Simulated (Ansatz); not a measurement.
# F− with CO: superposition error and deformation, part 1 of 2

How much of this pair's binding is borrowed basis, and how much do the fragments pay to take the shapes they have in the pair?

Computed with Ansatz 0.2.0, Gaussian basis. Level: PBE0-D4 structures, single points in def2-TZVPPD.

Levels: PBE-D4, revPBE-D4, BLYP-D4, r2SCAN-D4, B97M-V, PBE0-D4, B3LYP-D4, HSE06-D4, wB97X-V, wB97M-V, B2PLYP, Hartree-Fock, MP2, CCSD, CCSD(T).

Correlated methods freeze the cores. B3LYP uses VWN-RPA correlation. B2PLYP carries no dispersion term here.

129 further runs of the same task are left out: 129 set aside as unsound or not needed.

### Step 1. Starting geometry

The relaxed pair: 3 atoms, charge -1, spin multiplicity 1.

Atoms are counted from 1 here; the program's logs count them from 0.

Bond lengths: C2–O3 1.167 Å.

Coordinates:

```xyz
3
charge -1, multiplicity 1
F    -0.0080    0.0182   -1.3400
C     0.1982   -0.4497    0.3408
O    -0.1902    0.4316    0.9992
```

Atoms 1 to 1 are fragment A (F−), the rest fragment B (CO). From earlier runs, pair energy (eV) and counterpoise interaction (meV):

```
      method      E(pair)  interaction
      PBE-D4  -5797.89485         -810
   revPBE-D4  -5802.11659         -693
     BLYP-D4  -5803.38919         -645
   r2SCAN-D4  -5800.84688         -842
      B97M-V  -5801.93757         -734
     PBE0-D4  -5797.45925         -778
    B3LYP-D4  -5803.79024         -662
    HSE06-D4  -5797.20272         -781
     wB97X-V  -5801.60497         -633
     wB97M-V  -5802.23965         -626
      B2PLYP  -5800.17144         -508
Hartree-Fock  -5775.50997         -339
         MP2  -5793.17822         -316
     CCSD(T)  -5793.89451         -386
```

First each fragment is run alone in its own basis, frozen in the shape it has in the pair (a, b).

### Step 2. wB97X-V/def2-TZVPPD

a/in.yaml reads:

```yaml
crystal:
  periodic: [false, false, false]
  atoms:
    - {symbol: F, position_ang: [-0.008017, 0.018217, -1.340019]}
basis:
  gaussian: {orbitals: "def2-TZVPPD.json"}
total_charge: -1
hamiltonian: {xc: {name: wB97X-V}}
```

b/in.yaml reads:

```yaml
crystal:
  periodic: [false, false, false]
  atoms:
    - {symbol: C, position_ang: [0.198228, -0.449686, 0.340814]}
    - {symbol: O, position_ang: [-0.190210, 0.431568, 0.999205]}
basis:
  gaussian: {orbitals: "def2-TZVPPD.json"}
hamiltonian: {xc: {name: wB97X-V}}
```

The basis file named in the input lies beside it (Basis Set Exchange, JSON).

The same command starts each run, in its folder.

On the command line:

```bash
$ ansatz run in.yaml --threads 2 --pin off --events-out ev --progress --plain --max-ram 5222MiB
```

Output in a:

```text
Functional definition: wB97X-V
  name "wB97X-V"
  cite "Mardirossian & Head-Gordon, Phys. Chem. Chem. Phys. 16, 9904 (2014) doi:10.1039/C3CP54374A"
  cite "Becke, J. Chem. Phys. 107, 8554 (1997) doi:10.1063/1.475007"
  cite "Vydrov & Van Voorhis, J. Chem. Phys. 133, 244103 (2010) doi:10.1063/1.3521275"
  parameter omega = 0.3/bohr
  parameter cx = 0.167
  parameter cx1 = 0.603
  parameter cx2 = 1.194
  parameter css0 = 0.556
  parameter css1 = -0.257
  parameter cos0 = 1.219
  parameter cos1 = -1.850
  parameter b = 6.0
  parameter c = 0.01
  exchange = spin_sum(e_x_unif_sr(omega)*poly(b97_u_x, 1 - cx, cx1, cx2)) + cx*exact_x_sr(omega) + exact_x_lr(omega)
  correlation = spin_sum(e_c_pw_same_spin*poly(b97_u_same, css0, css1))
      + integral(e_c_pw_opposite_spin*poly(b97_u_opposite, cos0, cos1)) + vv10(b, c)
197 factors; their error is unknown
52 factors; integrals over basis functions are off by at most 4.8e-5 eV
mean field evaluation 1: about -2705.5467 eV, gradient 8.9e1 eV
mean field evaluation 2: about -2701.9389 eV, gradient 1.2e2 eV
mean field evaluation 4: about -2717.2989 eV, gradient 4.7e-1 eV
mean field evaluation 8: about -2717.3078 eV, gradient 1.6e-3 eV
mean field -2717.30775250 eV, -99.8592180471 hartree, gradient 5.3e-5 eV, S^2 0.000000; 0 other end points of the search recorded, 0 dependent functions left out
reference -2717.30775130 eV, -99.8592180030 hartree; 5, 5 occupied and 35, 35 virtual orbitals, 197 factors
Total energy: -2717.30775130 eV, -99.8592180030 hartree
```

b printed, cut to the lines that bear on the results:

```text
Functional definition: wB97X-V
  name "wB97X-V"
  cite "Mardirossian & Head-Gordon, Phys. Chem. Chem. Phys. 16, 9904 (2014) doi:10.1039/C3CP54374A"
  cite "Becke, J. Chem. Phys. 107, 8554 (1997) doi:10.1063/1.475007"
  cite "Vydrov & Van Voorhis, J. Chem. Phys. 133, 244103 (2010) doi:10.1063/1.3521275"
[...]
      + integral(e_c_pw_opposite_spin*poly(b97_u_opposite, cos0, cos1)) + vv10(b, c)
358 factors; their error is unknown
99 factors; integrals over basis functions are off by at most 9.4e-5 eV
[...]
mean field -3083.66227740 eV, -113.3224985132 hartree, gradient 4.9e-5 eV, S^2 0.000000; 0 other end points of the search recorded, 0 dependent functions left out
reference -3083.66227572 eV, -113.3224984515 hartree; 7, 7 occupied and 70, 70 virtual orbitals, 358 factors
Total energy: -3083.66227572 eV, -113.3224984515 hartree
```

Wall times: 0.5 s (a), 1.5 s (b) on 2 threads of Arm Neoverse N1, shared host.

### Step 3. wB97M-V/def2-TZVPPD

The same edit goes into each in.yaml of step 2 (a, b):

```diff
-hamiltonian: {xc: {name: wB97X-V}}
+hamiltonian: {xc: {name: wB97M-V}}
```

One command serves all of them, each in its own folder.

On the command line:

```bash
$ ansatz run in.yaml --threads 2 --pin off --events-out ev --progress --plain --max-ram 5222MiB
```

Output in a, cut to the lines that bear on the results:

```text
Functional definition: wB97M-V
  name "wB97M-V"
  cite "Mardirossian & Head-Gordon, J. Chem. Phys. 144, 214110 (2016) doi:10.1063/1.4952647"
  cite "Becke, J. Chem. Phys. 107, 8554 (1997) doi:10.1063/1.475007"
  cite "Vydrov & Van Voorhis, J. Chem. Phys. 133, 244103 (2010) doi:10.1063/1.3521275"
  # Of w^i u^j: cxij and so on, Table III.
[...]
  gx(w, u) = 1 - cx + cx01*u + cx10*w
  gss(w, u) = css00 + css04*u^4 + css10*w + css20*w^2 + css43*w^4*u^3
  gos(w, u) = cos00 + cos10*w + (cos20 + cos21*u)*w^2 + (cos60 + cos61*u)*w^6
[...]
      + integral(e_c_pw_mod_opposite_spin*gos(b97_w_opposite, b97_u_opposite)) + vv10(b, c)
197 factors; their error is unknown
52 factors; integrals over basis functions are off by at most 4.8e-5 eV
[...]
mean field -2717.60186938 eV, -99.8700266432 hartree, gradient 1.8e-5 eV, S^2 0.000000; 0 other end points of the search recorded, 0 dependent functions left out
reference -2717.60189901 eV, -99.8700277317 hartree; 5, 5 occupied and 35, 35 virtual orbitals, 197 factors
Total energy: -2717.60189901 eV, -99.8700277317 hartree
```

Output in b, cut to the lines that bear on the results:

```text
Functional definition: wB97M-V
  name "wB97M-V"
  cite "Mardirossian & Head-Gordon, J. Chem. Phys. 144, 214110 (2016) doi:10.1063/1.4952647"
  cite "Becke, J. Chem. Phys. 107, 8554 (1997) doi:10.1063/1.475007"
  cite "Vydrov & Van Voorhis, J. Chem. Phys. 133, 244103 (2010) doi:10.1063/1.3521275"
  # Of w^i u^j: cxij and so on, Table III.
[...]
  gx(w, u) = 1 - cx + cx01*u + cx10*w
  gss(w, u) = css00 + css04*u^4 + css10*w + css20*w^2 + css43*w^4*u^3
  gos(w, u) = cos00 + cos10*w + (cos20 + cos21*u)*w^2 + (cos60 + cos61*u)*w^6
[...]
      + integral(e_c_pw_mod_opposite_spin*gos(b97_w_opposite, b97_u_opposite)) + vv10(b, c)
358 factors; their error is unknown
99 factors; integrals over basis functions are off by at most 9.4e-5 eV
[...]
mean field -3084.00988362 eV, -113.3352728062 hartree, gradient 4.1e-5 eV, S^2 0.000000; 0 other end points of the search recorded, 0 dependent functions left out
reference -3084.00992683 eV, -113.3352743941 hartree; 7, 7 occupied and 70, 70 virtual orbitals, 358 factors
Total energy: -3084.00992683 eV, -113.3352743941 hartree
```

Times: 0.56 s (a), 1.6 s (b) on 2 threads of Arm Neoverse N1, shared host.

### Step 4. B2PLYP/def2-TZVPPD

Each input of step 3 (a, b) changes in the same lines:

```diff
-hamiltonian: {xc: {name: wB97M-V}}
+hamiltonian: {xc: {name: B2PLYP}}
```

Each run has its own folder and the same command.

On the command line:

```bash
$ ansatz run in.yaml --threads 2 --pin off --events-out ev --progress --plain --max-ram 5222MiB
```

a printed, cut to the lines that bear on the results:

```text
Functional definition: B2PLYP
  name "B2PLYP"
  cite "Grimme, J. Chem. Phys. 124, 034108 (2006) doi:10.1063/1.2148954"
  cite "Becke, Phys. Rev. A 38, 3098 (1988) doi:10.1103/PhysRevA.38.3098"
  cite "Lee, Yang & Parr, Phys. Rev. B 37, 785 (1988) doi:10.1103/PhysRevB.37.785"
[...]
257 factors; integrals over basis functions are off by at most 1.5e-4 eV
[...]
mean field -2714.40500266 eV, -99.7525439580 hartree, gradient 9.1e-6 eV, S^2 0.000000; 0 other end points of the search recorded, 0 dependent functions left out
1 core orbitals not correlated: weight in the atoms' cores, before any rotation towards them, 1.000 or more for the frozen orbitals, at most 0.000 for the correlated occupied ones
reference -2714.40510179 eV, -99.7525476009 hartree; 4, 4 occupied and 35, 35 virtual orbitals, 257 factors
second order -9.42534965 eV of doubles, -0.00000000 eV of singles
Total energy: -2716.94994619 eV, -99.8460689078 hartree
```

b printed, cut to the lines that bear on the results:

```text
Functional definition: B2PLYP
  name "B2PLYP"
  cite "Grimme, J. Chem. Phys. 124, 034108 (2006) doi:10.1063/1.2148954"
  cite "Becke, Phys. Rev. A 38, 3098 (1988) doi:10.1103/PhysRevA.38.3098"
  cite "Lee, Yang & Parr, Phys. Rev. B 37, 785 (1988) doi:10.1103/PhysRevB.37.785"
[...]
485 factors; integrals over basis functions are off by at most 1.1e-3 eV
[...]
mean field -3079.39288614 eV, -113.1656012783 hartree, gradient 2.9e-6 eV, S^2 0.000000; 0 other end points of the search recorded, 0 dependent functions left out
2 core orbitals not correlated: weight in the atoms' cores, before any rotation towards them, 1.000 or more for the frozen orbitals, at most 0.000 for the correlated occupied ones
reference -3079.39299630 eV, -113.1656053266 hartree; 5, 5 occupied and 70, 70 virtual orbitals, 485 factors
second order -12.22684901 eV of doubles, -0.00000000 eV of singles
Total energy: -3082.69424554 eV, -113.2869239982 hartree
```

Times: 0.35 s (a), 1.1 s (b) on 2 threads of Arm Neoverse N1, shared host.

### Step 5. B97M-V/def2-TZVPPD

Each input of step 4 (a, b) changes in the same lines:

```diff
-hamiltonian: {xc: {name: B2PLYP}}
+hamiltonian: {xc: {name: B97M-V}}
```

One command serves all of them, each in its own folder.

On the command line:

```bash
$ ansatz run in.yaml --threads 2 --pin off --events-out ev --progress --plain --max-ram 5222MiB
```

a printed, cut to the lines that bear on the results:

```text
Functional definition: B97M-V
  name "B97M-V"
  cite "Mardirossian & Head-Gordon, J. Chem. Phys. 142, 074111 (2015) doi:10.1063/1.4907719"
  cite "Becke, J. Chem. Phys. 107, 8554 (1997) doi:10.1063/1.475007"
  cite "Vydrov & Van Voorhis, J. Chem. Phys. 133, 244103 (2010) doi:10.1063/1.3521275"
  # Of w^i u^j: cxij and so on, Table III.
[...]
  gx(w, u) = cx00 + cx01*u + cx02*u^2 + (cx10 + cx11*u)*w
  gss(w, u) = css00 + css02*u^2 + css10*w + (css32*w^3 + css42*w^4)*u^2
  gos(w, u) = cos00 + cos01*u + cos03*u^3 + cos10*w + cos32*w^3*u^2
[...]
      + integral(e_c_pw_mod_opposite_spin*gos(b97_w_opposite, b97_u_opposite)) + vv10(b, c)
197 factors; their error is unknown
[...]
mean field -2717.16474812 eV, -99.8539627329 hartree, gradient 8.6e-6 eV, S^2 0.000000; 0 other end points of the search recorded, 0 dependent functions left out
reference -2717.16478331 eV, -99.8539640264 hartree; 5, 5 occupied and 35, 35 virtual orbitals, 197 factors
Total energy: -2717.16478331 eV, -99.8539640264 hartree
```

b printed, cut to the lines that bear on the results:

```text
Functional definition: B97M-V
  name "B97M-V"
  cite "Mardirossian & Head-Gordon, J. Chem. Phys. 142, 074111 (2015) doi:10.1063/1.4907719"
  cite "Becke, J. Chem. Phys. 107, 8554 (1997) doi:10.1063/1.475007"
  cite "Vydrov & Van Voorhis, J. Chem. Phys. 133, 244103 (2010) doi:10.1063/1.3521275"
  # Of w^i u^j: cxij and so on, Table III.
[...]
  gx(w, u) = cx00 + cx01*u + cx02*u^2 + (cx10 + cx11*u)*w
  gss(w, u) = css00 + css02*u^2 + css10*w + (css32*w^3 + css42*w^4)*u^2
  gos(w, u) = cos00 + cos01*u + cos03*u^3 + cos10*w + cos32*w^3*u^2
[...]
      + integral(e_c_pw_mod_opposite_spin*gos(b97_w_opposite, b97_u_opposite)) + vv10(b, c)
358 factors; their error is unknown
[...]
mean field -3084.03602509 eV, -113.3362334872 hartree, gradient 2.2e-5 eV, S^2 0.000000; 0 other end points of the search recorded, 0 dependent functions left out
reference -3084.03607479 eV, -113.3362353139 hartree; 7, 7 occupied and 70, 70 virtual orbitals, 358 factors
Total energy: -3084.03607479 eV, -113.3362353139 hartree
```

Times: 0.45 s (a), 1.5 s (b) on 2 threads of Arm Neoverse N1, shared host.

### Step 6. CCSD(T)/def2-TZVPPD

The same edit goes into each in.yaml of step 5 (a, b):

```diff
-hamiltonian: {xc: {name: B97M-V}}
+correlation: {method: ccsd_t}
```

The same command starts each run, in its folder.

On the command line:

```bash
$ ansatz run in.yaml --threads 2 --pin off --events-out ev --progress --plain --max-ram 5222MiB
```

a printed, cut to the lines that bear on the results:

```text
Functional definition: HF
  name "HF"
  cite "Fock, Z. Phys. 61, 126 (1930) doi:10.1007/BF01340294"
  parent pbe
[...]
257 factors; integrals over basis functions are off by at most 1.5e-4 eV
[...]
mean field -2706.33087263 eV, -99.4558251521 hartree, gradient 3.0e-6 eV, S^2 0.000000; 0 other end points of the search recorded, 0 dependent functions left out
1 core orbitals not correlated: weight in the atoms' cores, before any rotation towards them, 1.000 or more for the frozen orbitals, at most 0.000 for the correlated occupied ones
reference -2706.33087263 eV, -99.4558251521 hartree; 4, 4 occupied and 35, 35 virtual orbitals, 257 factors
second order -7.81390746 eV of doubles, -0.00000000 eV of singles
cycle   1  -7.41661807 eV  change    4.0e-1 eV  update   9.9e-2
[...]
cycle   9  -7.66117946 eV  change    1.9e-6 eV  update   3.4e-6
perturbative correction -0.25873590 eV, -0.0095083691 hartree
Total energy: -2714.25078799 eV, -99.7468766733 hartree
```

Output in b, cut to the lines that bear on the results:

```text
Functional definition: HF
  name "HF"
  cite "Fock, Z. Phys. 61, 126 (1930) doi:10.1007/BF01340294"
  parent pbe
[...]
485 factors; integrals over basis functions are off by at most 1.1e-3 eV
[...]
mean field -3068.83817800 eV, -112.7777229082 hartree, gradient 1.9e-6 eV, S^2 0.000000; 0 other end points of the search recorded, 0 dependent functions left out
2 core orbitals not correlated: weight in the atoms' cores, before any rotation towards them, 1.000 or more for the frozen orbitals, at most 0.000 for the correlated occupied ones
reference -3068.83817800 eV, -112.7777229082 hartree; 5, 5 occupied and 70, 70 virtual orbitals, 485 factors
second order -9.82130985 eV of doubles, -0.00000000 eV of singles
cycle   1  -9.41331353 eV  change    4.1e-1 eV  update   1.0e-1
[...]
cycle  10  -9.86779902 eV  change    6.0e-6 eV  update   1.4e-6
perturbative correction -0.49460736 eV, -0.0181764854 hartree
Total energy: -3079.20058438 eV, -113.1585343189 hartree
```

They took 0.35 s (a), 1.1 s (b) on 2 threads of Arm Neoverse N1, shared host.

### Step 7. Relaxing CO alone

relax-b/in.yaml reads:

```yaml
crystal:
  periodic: [false, false, false]
  atoms:
    - {symbol: C, position_ang: [0.198228, -0.449686, 0.340814]}
    - {symbol: O, position_ang: [-0.190210, 0.431568, 0.999205]}
basis:
  gaussian: {orbitals: def2-TZVP}
hamiltonian: {xc: pbe0, dispersion: d4}
relax: {f_tol: 0.005, max_steps: 200}
```

On the command line:

```bash
$ ansatz run in.yaml --threads 2 --pin off --events-out ev --progress --plain --max-ram 5222MiB
```

Log, cut to the lines that bear on the results:

```text
Functional definition: PBE0
  name "PBE0"
  cite "Adamo & Barone, J. Chem. Phys. 110, 6158 (1999) doi:10.1063/1.478522"
  cite "Perdew, Burke & Ernzerhof, Phys. Rev. Lett. 77, 3865 (1996) doi:10.1103/PhysRevLett.77.3865"
  parent pbe
[...]
331 factors; their error is unknown
[...]
mean field -3081.06484629 eV, -113.2270446803 hartree, gradient 2.5e-5 eV, S^2 0.000000; 0 other end points of the search recorded, 0 dependent functions left out
[...]
reference -3081.06486237 eV, -113.2270452712 hartree; 7, 7 occupied and 55, 55 virtual orbitals, 331 factors
relax step   1: F+E_penalty+E_count = -3081.07344257 eV  Δ(F+E_penalty+E_count) = +0.000e0 eV  max|allowed force component| = 3.557e0 eV/Å  Δτ_max = 0.0000 Å  (23 SCF iters, accepted)
[...]
relax step   3: F+E_penalty+E_count = -3081.18044281 eV  Δ(F+E_penalty+E_count) = -1.223e-4 eV  max|allowed force component| = 1.452e-2 eV/Å  Δτ_max = 0.0008 Å  (28 SCF iters, accepted)
[...]
relax step   4: F+E_penalty+E_count = -3081.18044427 eV  Δ(F+E_penalty+E_count) = -1.460e-6 eV  max|allowed force component| = 4.697e-5 eV/Å  Δτ_max = 0.0001 Å  (28 SCF iters, accepted)
331 factors; their error is unknown
mean field -3081.17184466 eV, -113.2309767981 hartree, gradient 1.9e-5 eV, S^2 0.000000; 1 other end points of the search recorded, 0 dependent functions left out
[...]
reference -3081.17186061 eV, -113.2309773842 hartree; 7, 7 occupied and 55, 55 virtual orbitals, 331 factors
Total energy: -3081.18046022 eV, -113.2312934139 hartree
Atom 0 at     0.191033    -0.433362     0.353010 Å, force    -0.000021     0.000047     0.000035 eV/Å
Atom 1 at    -0.183015     0.415244     0.987009 Å, force     0.000021    -0.000047    -0.000035 eV/Å
Dipole moment:    -0.008855     0.020090     0.015010 e Å
```

Wall time 2.4 s (2 threads of Arm Neoverse N1, shared host).

The steps of the relaxation:

```
step  energy from step 1 (eV)  largest force component (eV/Å)
   1                   0.0000                          3.5571
   2                  -0.1069                          0.1333
   3                  -0.1070                          0.0145
   4                  -0.1070                          0.0000
```

The bond:

```csv
bond,before (Å),after (Å),change (Å)
C1–O2,1.167,1.123,-0.043
```

### Step 8. PBE-D4/def2-TZVPPD

free-b/in.yaml reads:

```yaml
crystal:
  periodic: [false, false, false]
  atoms:
    - {symbol: C, position_ang: [0.191033, -0.433362, 0.353010]}
    - {symbol: O, position_ang: [-0.183015, 0.415244, 0.987009]}
basis:
  gaussian: {orbitals: "def2-TZVPPD.json"}
hamiltonian: {xc: pbe, dispersion: d4}
```

On the command line:

```bash
$ ansatz run in.yaml --threads 2 --pin off --events-out ev --progress --plain --max-ram 5222MiB
```

Log:

```text
Functional definition: PBE
  name "PBE"
  cite "Perdew, Burke & Ernzerhof, Phys. Rev. Lett. 77, 3865 (1996) doi:10.1103/PhysRevLett.77.3865"
  parent pbe
  parameter kappa = 0.804
  parameter beta = 0.06672455060314922
  exchange = pbe_x(kappa = kappa, mu = beta*pi^2/3)
  correlation = pbe_c(beta = beta)
358 factors; their error is unknown
mean field evaluation 1: about -3079.0204 eV, gradient 3.8e1 eV
mean field evaluation 2: about -3070.4760 eV, gradient 8.0e1 eV
mean field evaluation 4: about -3081.2618 eV, gradient 1.4e0 eV
mean field evaluation 8: about -3081.2652 eV, gradient 1.8e-2 eV
mean field -3081.26515943 eV, -113.2344060525 hartree, gradient 4.7e-5 eV, S^2 0.000000; 0 other end points of the search recorded, 0 dependent functions left out
reference -3081.26519572 eV, -113.2344073862 hartree; 7, 7 occupied and 70, 70 virtual orbitals, 358 factors
Total energy: -3081.27581184 eV, -113.2347975214 hartree
```

Run time: 0.5 s. Hardware: 2 threads of Arm Neoverse N1, shared host.

### Step 9. r2SCAN-D4/def2-TZVPPD

free-b/in.yaml: that of step 8 with these lines changed.

```diff
@@ -7,2 +7,2 @@
   gaussian: {orbitals: "def2-TZVPPD.json"}
-hamiltonian: {xc: pbe, dispersion: d4}
+hamiltonian: {xc: r2scan, dispersion: d4}
```

On the command line:

```bash
$ ansatz run in.yaml --threads 2 --pin off --events-out ev --progress --plain --max-ram 5222MiB
```

Log:

```text
Functional definition: r2SCAN
  name "r2SCAN"
  cite "Furness, Kaplan, Ning, Perdew & Sun, J. Phys. Chem. Lett. 11, 8208 (2020) doi:10.1021/acs.jpclett.0c02405"
  cite "Furness, Kaplan, Ning, Perdew & Sun, J. Phys. Chem. Lett. 11, 9248 (2020) doi:10.1021/acs.jpclett.0c03077"
  parent r2scan
  parameter k0 = 0.174
  parameter k1 = 0.065
  parameter a1 = 4.9479
  exchange = r2scan_x(k0 = k0, k1 = k1, a1 = a1)
  correlation = r2scan_c
358 factors; their error is unknown
mean field evaluation 1: about -3081.1209 eV, gradient 3.6e1 eV
mean field evaluation 2: about -3074.3304 eV, gradient 7.2e1 eV
mean field evaluation 4: about -3083.0147 eV, gradient 8.7e-1 eV
mean field evaluation 8: about -3083.0176 eV, gradient 1.2e-2 eV
mean field -3083.01759926 eV, -113.2988070283 hartree, gradient 2.6e-5 eV, S^2 0.000000; 0 other end points of the search recorded, 0 dependent functions left out
reference -3083.01761000 eV, -113.2988074231 hartree; 7, 7 occupied and 70, 70 virtual orbitals, 358 factors
Total energy: -3083.01995008 eV, -113.2988934196 hartree
```

It took 1.2 s on 2 threads of Arm Neoverse N1, shared host.

### Step 10. PBE0-D4/def2-TZVPPD

free-b/in.yaml: that of step 9 with these lines changed.

```diff
@@ -7,2 +7,3 @@
   gaussian: {orbitals: "def2-TZVPPD.json"}
-hamiltonian: {xc: r2scan, dispersion: d4}
+hamiltonian: {xc: pbe0, dispersion: d4}
+output: {orbitals: {seedname: orbitals}}
```

On the command line:

```bash
$ ansatz run in.yaml --threads 2 --pin off --events-out ev --progress --plain --max-ram 5222MiB
```

Log:

```text
Functional definition: PBE0
  name "PBE0"
  cite "Adamo & Barone, J. Chem. Phys. 110, 6158 (1999) doi:10.1063/1.478522"
  cite "Perdew, Burke & Ernzerhof, Phys. Rev. Lett. 77, 3865 (1996) doi:10.1103/PhysRevLett.77.3865"
  parent pbe
  parameter a = 0.25
  parameter kappa = 0.804
  parameter beta = 0.06672455060314922
  exchange = (1 - a)*pbe_x(kappa = kappa, mu = beta*pi^2/3) + a*exact_x
  correlation = pbe_c(beta = beta)
358 factors; their error is unknown
mean field evaluation 1: about -3079.4879 eV, gradient 3.3e1 eV
mean field evaluation 2: about -3075.4116 eV, gradient 5.9e1 eV
mean field evaluation 4: about -3081.1663 eV, gradient 6.7e-1 eV
mean field evaluation 8: about -3081.1802 eV, gradient 1.4e-1 eV
mean field -3081.18019400 eV, -113.2312836304 hartree, gradient 7.0e-5 eV, S^2 0.000000; 0 other end points of the search recorded, 0 dependent functions left out
reference -3081.18021944 eV, -113.2312845653 hartree; 7, 7 occupied and 70, 70 virtual orbitals, 358 factors
Total energy: -3081.18881904 eV, -113.2316005950 hartree
```

Run time: 0.6 s. Hardware: 2 threads of Arm Neoverse N1, shared host.

(Continued in part 2 of 2.)
